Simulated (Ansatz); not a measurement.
From input file to script: Rb2CuSbCl6, space group Fm-3m in Ansatz 0.2.0.

```yaml
crystal:
  lattice:
    - [0.0, 5.207024, 5.207024]
    - [5.207024, 0.0, 5.207024]
    - [5.207024, 5.207024, 0.0]
  atoms:
    - { symbol: Rb, position: [0.75, 0.75, 0.75] }
    - { symbol: Rb, position: [0.25, 0.25, 0.25] }
    - { symbol: Cu, position: [0.5, 0.5, 0.5] }
    - { symbol: Sb, position: [0.0, 0.0, 0.0] }
    - { symbol: Cl, position: [0.742352, 0.257648, 0.257648] }
    - { symbol: Cl, position: [0.257648, 0.257648, 0.742352] }
    - { symbol: Cl, position: [0.257648, 0.742352, 0.742352] }
    - { symbol: Cl, position: [0.257648, 0.742352, 0.257648] }
    - { symbol: Cl, position: [0.742352, 0.257648, 0.742352] }
    - { symbol: Cl, position: [0.742352, 0.742352, 0.257648] }
accuracy: low
basis:
  ecutwfc: 420.0
  ecutrho_ratio: 4
kpoints:
  mp_grid: { grid: [2, 2, 2], shift: [0.5, 0.5, 0.5] }
hamiltonian:
  xc: lda
scf:
  mixing: { algorithm: anderson }
  occupations: { method: fixed }
output:
  write_density: true
  volumetric_format: [cube, npy]
  eigenvalues: true
```

On the command line:
```console
$ ansatz run input.yaml --threads 1 --pin off --max-ram 3072MiB --backend cpu --events-out ev --progress --plain --runs-dir out
Warning: crystal.symmetry: narrowed to the stabiliser of the k-point mesh — unitary ops 48 → 12; excluded 36 operations that carry a point of the 2×2×2 mesh (shift [0.5, 0.5, 0.5]) off the mesh (the run samples exactly the mesh kpoints.mp_grid names, as under crystal.symmetry.detect: false, and its converged state has the mesh's symmetry, not the crystal's; ε∞, the Born charges and the force [...]
Engine: ansatz 0.2.0, aarch64-unknown-linux-gnu
Pseudopotentials: kind: paw
Pseudopotential: Rb, paw, valence charge 9, recommended cutoff 420 eV (normal), Rb.paw.azcp
Pseudopotential: Cu, paw, valence charge 19, recommended cutoff 420 eV (normal), Cu.paw.azcp
Pseudopotential: Sb, paw, valence charge 15, recommended cutoff 420 eV (normal), Sb.paw.azcp
Pseudopotential: Cl, paw, valence charge 7, recommended cutoff 420 eV (normal), Cl.paw.azcp
Functional definition: SPW92
  exchange = slater_x
  correlation = pw_c
Crystal: 10 atoms, lattice volume = 282.357 Å³
Basis set: ecut = 420 eV, 5577 PW (Γ)
Bands: 57, of which v1, the nominal top of the filled ones, is band 47 counted from 1 (46 counted from 0)
Symmetry: 12 space group operations
k-points: 2 of 8
Non-local potential: Rb, projectors of the file, l = 0: 3, l = 1: 2, l = 2: 2
Non-local potential: Cu, projectors of the file, l = 0: 3, l = 1: 2, l = 2: 3, l = 3: 1
Non-local potential: Sb, projectors of the file, l = 0: 2, l = 1: 2, l = 2: 2, l = 3: 2
Non-local potential: Cl, projectors of the file, l = 0: 2, l = 1: 2, l = 2: 2
PAW form: soft (Blöchl's): semilocal exchange-correlation on the pseudo side does not see the compensation charge
PAW frozen core: Rb, regenerated for the run's functional, and the local potential with it (the file was generated under x = pbe(κ = 0.804, μ = 0.2195149727645171), c = pbe(β = 0.06672455060314922))
PAW frozen core: Cu, regenerated for the run's functional, and the local potential with it (the file was generated under x = pbe(κ = 0.804, μ = 0.2195149727645171), c = pbe(β = 0.06672455060314922))
PAW frozen core: Sb, regenerated for the run's functional, and the local potential with it (the file was generated under x = pbe(κ = 0.804, μ = 0.2195149727645171), c = pbe(β = 0.06672455060314922))
PAW frozen core: Cl, regenerated for the run's functional, and the local potential with it (the file was generated under x = pbe(κ = 0.804, μ = 0.2195149727645171), c = pbe(β = 0.06672455060314922))
PAW one-centre angular grid: Rb, 110 points (default); XC on 64 Gauss nodes
PAW one-centre angular grid: Cu, 590 points (default); XC on 64 Gauss nodes
PAW one-centre angular grid: Sb, 590 points (default); XC on 64 Gauss nodes
PAW one-centre angular grid: Cl, 110 points (default); XC on 64 Gauss nodes
Initial density: superposition of atomic densities (neutral atoms: chi_scale 0, normalization atom), corrected by the library's trained network
Initial wavefunctions: pseudopotential atomic-orbital guess
Functional: x = slater, c = lda
SCF iter   1: F=—  HF=-25509.524442 eV  |F-HF|=—  |Δ(HF+E_count)|=         —  Δρ=9.33e-3  dr2=2.13e-1  ethr=1.77e-3  ⟨swp⟩=6.0  Hψ=378  notcnv=0  defer=14
preconditioner: auto → Resta (q_TF=auto, 2.271 Å⁻¹)  ε∞=4.1  [insulator: Δε(μ)=1.382 eV  Ē_g=10.694 eV  n_scr=58 (ndim 8)  ℏωp=18.8 eV  f_vac=0.058  ε∞_Penn≈4.1]
SCF iter   2: F=—  HF=-25509.499254 eV  |F-HF|=—  |Δ(HF+E_count)|=   2.52e-2  Δρ=7.52e-3  dr2=1.28e-1  ethr=2.27e-4  ⟨swp⟩=3.0  Hψ=236  notcnv=0  defer=15  κ⁻¹=1.0e0(r=1)
SCF iter   3: F=—  HF=-25509.475789 eV  |F-HF|=—  |Δ(HF+E_count)|=   2.35e-2  Δρ=4.36e-3  dr2=3.44e-2  ethr=1.36e-4  ⟨swp⟩=3.0  Hψ=205  notcnv=0  defer=8  κ⁻¹=3.3e-1(r=2)
automatic band count: iteration 3 solves 54 bands in place of 57: the levels show a gap, and the empty bands left out lie too high to hold charge; the band table lists the bands solved (type scf.n_extra_bands for more)
SCF iter   4: F=—  HF=-25509.468752 eV  |F-HF|=—  |Δ(HF+E_count)|=   7.04e-3  Δρ=8.21e-4  dr2=1.61e-3  ethr=3.66e-5  ⟨swp⟩=2.0  Hψ=142  notcnv=0  defer=9  κ⁻¹=4.2e-3(r=3)
SCF iter   5: F=—  HF=-25509.468519 eV  |F-HF|=—  |Δ(HF+E_count)|=   2.33e-4  Δρ=2.33e-4  dr2=2.13e-4  ethr=1.72e-6  ⟨swp⟩=2.0  Hψ=142  notcnv=0  defer=9  κ⁻¹=7.1e-5(r=4)
SCF iter   6: F=—  HF=-25509.468520 eV  |F-HF|=—  |Δ(HF+E_count)|=   1.59e-7  Δρ=1.79e-4  dr2=7.43e-5  ethr=2.27e-7  ⟨swp⟩=2.0  Hψ=142  notcnv=0  defer=8  κ⁻¹=8.1e-6(r=5)
SCF iter   7: F=—  HF=-25509.468380 eV  |F-HF|=—  |Δ(HF+E_count)|=   1.40e-4  Δρ=3.51e-5  dr2=4.28e-6  ethr=7.91e-8  ⟨swp⟩=2.0  Hψ=146  notcnv=0  defer=8  κ⁻¹=2.7e-6(r=6)
SCF iter   8: F=—  HF=-25509.468379 eV  |F-HF|=—  |Δ(HF+E_count)|=   1.02e-6  Δρ=1.06e-5  dr2=3.74e-7  ethr=4.55e-9  ⟨swp⟩=2.0  Hψ=158  notcnv=0  defer=8  κ⁻¹=5.0e-7(r=7)
SCF iter   9: F=-25509.468379 eV  HF=-25509.468379 eV  |F-HF|=1.86e-8  |Δ(HF+E_count)|=   2.26e-9  Δρ=4.32e-6  dr2=4.85e-8  ethr=1.06e-10  ⟨swp⟩=15.0  Hψ=485  notcnv=0
SCF 1 converged in 9 iterations: F = -25509.468379 eV  dr2 = 4.85e-8
  greatest PAW one-centre occupation: 1.000 electrons in one spin orbital (limit 2), on the Cu atom at site 2 (counted from 0), in its partial waves of l = 1
SCF converged after 9 iterations
Stability not checked: this state was not tested for a lower state beside it, because the mixer in use, unlike msr1, does not test its closes by its own steps (another_mixer; see scf.mixing.algorithm and scf.lower_state_search)
Free energy (F): -25509.468379 eV
Harris-Foulkes:  -25509.468379 eV  (|F-HF|=1.86e-8)
Internal energy: -25509.468379 eV  (E = F + TS)
E sigma→0 (E₀):  -25509.468379 eV
Fermi energy:    4.056990 eV
--- Per-component energies (eV) ---
  E_band       = -1078.438506
  E_kinetic    = 1853.461101
  E_local      = -11481.148820  (includes V_loc(G=0)·N_el)
  E_nonlocal   = 1311.044217
  E_hartree    = 4741.188976
  E_xc         = -1115.052030
  E_vxc        = -1206.998213  (∫ρ·V_xc dr)
  E_paw        = -14829.400765  (= ΣΔE_a)
  E_vpaw       = -1037.181286  (= ΣTr[D̂ρ^β])
  E_aug_tail   = 0.000777  (compensation charges beyond the density's cutoff)
  E_ewald      = -5992.255788
  E_core_change = 2.693952  (= ΣΔE_core)
  E_smearing   = -0.000000  (= −TS)
  E_closure    = -0.000000  (closes the sum)
  Σ components = -25509.468379   (vs F -25509.468379, Δ=0.00e0)
--- Band table (eV) ---
  k-point 0: bands = ["-105.7757", "-63.6412", "-63.6328", "-63.6328", "-25.4784", "-25.4784", "-25.4680", "-25.4652", "-25.4652", "-21.9914", "-21.9891", "-11.1475", "-10.6648", "-10.5209", "-10.5209", "-10.3373", "-10.3373", "-6.1071", "-6.1071", "-6.0894", "-6.0762", "-6.0762", "-6.0608", "-5.3332", "-1.3751", "-0.7988", "-0.7988", "0.4728", "0.5339", "0.5339", "0.6397", "0.6397", "0.8968", "1.4547", "1.4547", "1.7497", "1.8433", "1.8433", "2.0748", "2.0979", "2.0979", "2.1971", "3.2470", "3.2703", "3.2703", "3.6858", "3.6858", "5.5858", "6.6711", "6.6711", "7.8907", "9.1740", "9.3127", "9.3128"]
  k-point 1: bands = ["-105.7757", "-63.6412", "-63.6328", "-63.6328", "-25.4784", "-25.4784", "-25.4680", "-25.4652", "-25.4652", "-21.9906", "-21.9898", "-11.0074", "-10.7618", "-10.5316", "-10.5160", "-10.4476", "-10.3321", "-6.0828", "-6.0790", "-6.0729", "-6.0677", "-6.0588", "-6.0526", "-5.1693", "-1.4393", "-0.7162", "-0.6446", "0.0787", "0.3928", "0.5317", "0.7030", "0.9237", "0.9360", "1.1758", "1.3996", "1.5458", "1.6428", "1.6922", "1.7707", "1.8018", "2.1496", "2.1628", "3.2587", "3.3240", "3.3368", "3.7151", "4.0570", "5.7747", "6.9165", "7.0602", "8.9455", "9.3814", "9.6238", "9.8939"]
```

The script, `rb2cusbcl6_scf.py`:
```python
from pathlib import Path
import warnings

import ansatz as az
from ase import Atoms
from ase.data import atomic_numbers
from ase.io.cube import read_cube_data
from ase.units import Bohr
import spglib


def main() -> None:
    warnings.simplefilter("ignore", az.DeckWarning)

    atoms = Atoms(
        ["Rb", "Rb", "Cu", "Sb", "Cl", "Cl", "Cl", "Cl", "Cl", "Cl"],
        scaled_positions=[
            (0.75, 0.75, 0.75),
            (0.25, 0.25, 0.25),
            (0.5, 0.5, 0.5),
            (0.0, 0.0, 0.0),
            (0.742352, 0.257648, 0.257648),
            (0.257648, 0.257648, 0.742352),
            (0.257648, 0.742352, 0.742352),
            (0.257648, 0.742352, 0.257648),
            (0.742352, 0.257648, 0.742352),
            (0.742352, 0.742352, 0.257648),
        ],
        cell=[
            (0.0, 5.207024, 5.207024),
            (5.207024, 0.0, 5.207024),
            (5.207024, 5.207024, 0.0),
        ],
        pbc=True,
    )
    cell = az.Crystal.from_ase(atoms)

    setup = (
        cell.calculation()
        .occupations("Fixed")
        .accuracy("low")
        .basis(420, density_ratio=4)
        .kpoints(2, center="monkhorst-pack")
        .mixing("anderson")
        .functional(az.Functional.LDA)
        .compute(band_table=True, density=True, output_files={"volumetric_format": ["cube", "npy"]})
    )
    with warnings.catch_warnings(record=True) as caught:
        warnings.simplefilter("always")
        result = setup.run(threads=1)
    print("warnings raised:", sorted(w.category.__name__ for w in caught) or "none")
    report = result.report

    energy = report["free_energy_ev"]
    print("Rb2CuSbCl6: {:.6f} eV = {:.6f} Ry = {:.6f} Ha".format(energy, energy / 13.605693, energy / 27.211386))
    print("Fermi level {:.4f} eV, {} k-points, {} symmetry operations".format(report["fermi_energy_ev"], report["n_kpoints"], report["n_symmetry_ops"]))

    print("band  energy (eV)  occupation, at k =", report["kpoints_frac"][0])
    for band, (e, occ) in enumerate(zip(report["eigenvalues_ev"][0], report["occupations"][0]), start=1):
        print(f"{band:4d} {e:12.4f} {occ:9.4f}")

    folder = Path(result.write_results("cubes"))
    print("\n".join((folder / "rho.cube").read_text().splitlines()[: 6 + 6]))
    values, cube_atoms = read_cube_data(str(folder / "rho.cube"))
    print("electrons from the file:", round(values.mean() * cube_atoms.get_volume() / Bohr ** 3, 3))

    edges = report.get("band_edges_ev")
    if edges:
        print(f"band edges on the mesh: {edges[0]:.3f} and {edges[1]:.3f} eV, gap {edges[1] - edges[0]:.3f} eV")
    else:
        print("no band edges reported (a metal, or a gap too narrow for this smearing); Fermi level", round(report["fermi_energy_ev"], 3), "eV")

    spg_cell = (result.lattice.cell_ang, [s.position_frac for s in result.lattice.sites], [atomic_numbers[s.symbol] for s in result.lattice.sites])
    found = spglib.get_symmetry_dataset(spg_cell, symprec=1e-3)
    print(found.international, found.number, "point group", found.pointgroup)
    for site, letter, group in zip(result.lattice.sites, found.wyckoffs, found.site_symmetry_symbols):
        print(f"  {site.symbol:2s} Wyckoff {letter}  site symmetry {group}")


if __name__ == "__main__":
    main()
```

```console
$ python rb2cusbcl6_scf.py
warnings raised: ['DeckWarning', 'PlacementWarning']
Rb2CuSbCl6: -25509.468379 eV = -1874.911361 Ry = -937.455680 Ha
Fermi level 4.0570 eV, 2 k-points, 12 symmetry operations
band  energy (eV)  occupation, at k = [0.25, 0.25, 0.25]
   1    -105.7757    2.0000
   2     -63.6412    2.0000
   3     -63.6328    2.0000
   4     -63.6328    2.0000
   5     -25.4784    2.0000
   6     -25.4784    2.0000
   7     -25.4680    2.0000
   8     -25.4652    2.0000
   9     -25.4652    2.0000
  10     -21.9914    2.0000
  11     -21.9891    2.0000
  12     -11.1475    2.0000
  13     -10.6648    2.0000
  14     -10.5209    2.0000
  15     -10.5209    2.0000
  16     -10.3373    2.0000
  17     -10.3373    2.0000
  18      -6.1071    2.0000
  19      -6.1071    2.0000
  20      -6.0894    2.0000
  21      -6.0762    2.0000
  22      -6.0762    2.0000
  23      -6.0608    2.0000
  24      -5.3332    2.0000
  25      -1.3751    2.0000
  26      -0.7988    2.0000
  27      -0.7988    2.0000
  28       0.4728    2.0000
  29       0.5339    2.0000
  30       0.5339    2.0000
  31       0.6397    2.0000
  32       0.6397    2.0000
  33       0.8968    2.0000
  34       1.4547    2.0000
  35       1.4547    2.0000
  36       1.7497    2.0000
  37       1.8433    2.0000
  38       1.8433    2.0000
  39       2.0748    2.0000
  40       2.0979    2.0000
  41       2.0979    2.0000
  42       2.1971    2.0000
  43       3.2470    2.0000
  44       3.2703    2.0000
  45       3.2703    2.0000
  46       3.6858    2.0000
  47       3.6858    2.0000
  48       5.5858    0.0000
  49       6.6711    0.0000
  50       6.6711    0.0000
  51       7.8907    0.0000
  52       9.1740    0.0000
  53       9.3127    0.0000
  54       9.3128    0.0000
ansatz rho
values in e/bohr^3 (x slowest, z fastest)
   10    0.000000    0.000000    0.000000
   50    0.000000    0.196797    0.196797
   50    0.196797    0.000000    0.196797
   50    0.196797    0.196797    0.000000
   37   37.000000   14.759774   14.759774   14.759774
   37   37.000000    4.919925    4.919925    4.919925
   29   29.000000    9.839849    9.839849    9.839849
   51   51.000000    0.000000    0.000000    0.000000
   17   17.000000    5.070435    9.839849    9.839849
   17   17.000000    9.839849    9.839849    5.070435
electrons from the file: 94.0
band edges on the mesh: 4.057 and 5.586 eV, gap 1.529 eV
Fm-3m 225 point group m-3m
  Rb Wyckoff c  site symmetry -43m
  Rb Wyckoff c  site symmetry -43m
  Cu Wyckoff b  site symmetry m-3m
  Sb Wyckoff a  site symmetry m-3m
  Cl Wyckoff e  site symmetry 4m.m
  Cl Wyckoff e  site symmetry 4m.m
  Cl Wyckoff e  site symmetry 4m.m
  Cl Wyckoff e  site symmetry 4m.m
  Cl Wyckoff e  site symmetry 4m.m
  Cl Wyckoff e  site symmetry 4m.m
```

What to keep in mind:
- These settings explore the input space; cutoff and mesh may be short of convergence.
- The run is spin-unpolarised.
- Semilocal gaps usually lie well under measured ones.
- The computed bands are complete only to about 5.3 eV above the Fermi level.
- The Fermi level of a run with fixed occupations marks the highest occupied state on its mesh, not mid-gap.
- The k-point mesh is coarse, and energy and stress weren't tested for convergence.
- Only differences from the Fermi energy are physical; the zero of the scale is a convention.
- The mesh has less symmetry than the crystal, which the program warned of.
- This mesh misses the zone centre, where many direct gaps lie, so the gap can be several times too large.
- Without a Hubbard U or exact exchange, semilocal functionals often make such 3d compounds metallic or too weakly gapped.
- Grid values close to the nuclei reflect the PAW or pseudopotential construction, not the all-electron fields.
- This cell is a computed structure, which may not be the phase found in nature.
- Levels are Kohn-Sham eigenvalues on this mesh, without spin-orbit coupling.
- The script silences the warnings on its input, which a real study should read.
- Hardware and time: 3.7 s on 1 thread of Arm Neoverse V1, with other jobs on the host, peak memory 0.57 GiB.

(Lines on the test bed's own set-up are left out of the output.)
